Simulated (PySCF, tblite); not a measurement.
# C₅H₈BF₃O: geometry, infrared bands and NMR shifts

Wanted: the infrared bands and NMR shifts of C₅H₈BF₃O (`CCB/C=C/OC(F)(F)F`), by calculation.

Computed with tblite 0.8.0 and PySCF 2.14.0, with density-fitted response routines of our own, on a single molecule in the gas phase. Atoms are numbered from 0 throughout.

## (1) The starting structure

18 atoms, charge 0, multiplicity 1; geometry from: force field or distance geometry start.

Bonds of the start (Å): C0–C1 1.53, C1–B2 1.61, B2–C3 1.55, C3–C4 1.33, C4–O5 1.39, O5–C6 1.43, C6–F7 1.39, C6–F8 1.39, C6–F9 1.37, C0–H10 1.12, C0–H11 1.11, C0–H12 1.11, C1–H13 1.11, C1–H14 1.10, B2–H15 1.17, C3–H16 1.09, C4–H17 1.09.

## (2) Relaxing the molecule with GFN2-xTB

Job settings and geometry (Å):

```
{"job": {"kind": "relax", "xc": "GFN2-xTB", "basis": "xTB"}, "charge": 0, "multiplicity": 1}
C     -2.988900     0.525400     0.665700
C     -2.247900     1.155700    -0.513400
B     -0.926000     0.310000    -0.865200
C      0.271000     0.249100     0.119700
C      1.376600    -0.437000    -0.160900
O      2.425400    -0.475300     0.743700
C      3.633900    -1.181000     0.473800
F      4.496000    -1.044100     1.557100
F      3.361600    -2.529000     0.286100
F      4.237300    -0.671200    -0.649100
H     -3.913300     1.122900     0.874200
H     -3.308300    -0.514900     0.424400
H     -2.371300     0.522800     1.591000
H     -1.945200     2.190600    -0.250600
H     -2.911700     1.189200    -1.390300
H     -0.861700    -0.205200    -1.915600
H      0.197500     0.760900     1.080400
H      1.466200    -0.962500    -1.115800
```

The run is started by

```bash
$ OMP_NUM_THREADS=1 python probes_run.py task.json out
```

This one command runs all jobs of the session in turn.

**Question.** This job is followed by: GFN2-xTB harmonic vibrations, gas phase; GIAO PBE0/pcSseg-1 NMR shielding, non-relativistic, gas phase. What will the session give for the following? strongest single infrared mode (GFN2-xTB); zero-point energy (GFN2-xTB); 13C shifts against TMS (PBE0/pcSseg-1); 1H shifts against TMS (PBE0/pcSseg-1, means over atoms taken as alike); 11B shifts against BF3·OEt2 (PBE0/pcSseg-1); 17O shifts against H2O (PBE0/pcSseg-1); 19F shifts against CFCl3 (PBE0/pcSseg-1, means over atoms taken as alike); surface potential, 1st and 99th percentile.

As calculated:

```
                                                                 quantity                                value
                                strongest single infrared mode (GFN2-xTB)               1199 cm⁻¹, 1160 km/mol
                                             zero-point energy (GFN2-xTB)                        79.2 kcal/mol
                                   13C shifts against TMS (PBE0/pcSseg-1)  170.4, 130.2, 122.8, 24.7, 11.4 ppm
   1H shifts against TMS (PBE0/pcSseg-1, means over atoms taken as alike)     7.42, 7.05, 6.80, 1.60, 1.24 ppm
                              11B shifts against BF3·OEt2 (PBE0/pcSseg-1)                             74.4 ppm
                                   17O shifts against H2O (PBE0/pcSseg-1)                            199.0 ppm
19F shifts against CFCl3 (PBE0/pcSseg-1, means over atoms taken as alike)                            -71.1 ppm
                                    surface potential, 1st and 99th percentile                   -0.41 V and 1.30 V
```

What this shows: The optimisation took 217 steps and gained 0.589 eV; among the close pairs (by a distance rule), O5–C6 changed most, from 1.425 to 1.320 Å. No mode is imaginary among the 48: a minimum at this level. The strongest single mode, at 1199 cm⁻¹, moves mainly C6. Unscaled tight-binding wavenumbers are off by several per cent, some by more. Its intensities can rank the bands wrongly. The most deshielded carbon is C4 (alkene carbon bearing oxygen), at 170.4 ppm: an sp2 carbon further deshielded by the attached heteroatom. The most deshielded hydrogen is H17 (hydrogen on an alkene carbon bearing oxygen), at 7.42 ppm: olefinic region. At PBE0/pcSseg-1: Shielding is most anisotropic at C3 (span 213 ppm, paramagnetic term -194 ppm). At PBE0/pcSseg-1, counted by nearest atom on the grid, the HOMO lies on C3 39 %; C4 25 %, the LUMO on B2 35 %; C4 27 %.
